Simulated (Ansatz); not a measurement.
Crystal: ZrB.

```xyz
2
Lattice="0.0000 2.3250 2.3250 2.3250 0.0000 2.3250 2.3250 2.3250 0.0000" Properties=species:S:1:pos:R:3 pbc="T T T"
Zr    0.0390   -0.0434   -0.0570
B     2.3023    2.3674    2.2588
```

The cell isn't the ideal one: atoms moved at random, drawn with an rms of 0.15 Å.

```yaml
Program: Ansatz 0.2.0
Task: relaxation of the atoms
Functional: LDA
Potentials_or_basis: JTH PAW
Cutoff: "990 eV (not typed: the program's choice for these potentials)"
k_mesh: 8 × 8 × 8
Occupations: methfessel-paxton, width 0.01 eV
Spin: no spin polarisation
```

At the start: volume 12.57 Å³/atom.

Q: Where does the relaxation end?

A: Over 4 steps the energy falls by 26.8 meV/atom; space group Fm-3m (No. 225, to 0.05 Å).

Step by step:
| step | energy change (eV) | largest force (eV/Å) |
| --- | --- | --- |
| 1 | 0.0000 | 1.0035 |
| 2 | -0.0503 | 0.2525 |
| 3 | -0.0536 | 0.0007 |
| 4 | -0.0536 | 0.0007 |

Final structure:
```
CELL_PARAMETERS angstrom
0.00000 2.32500 2.32500
2.32500 0.00000 2.32500
2.32500 2.32500 0.00000
ATOMIC_POSITIONS crystal
Zr 0.98488 0.98863 0.01490
B 0.48488 0.48861 0.51490
```

Caveat: the thresholds are loose for stress.
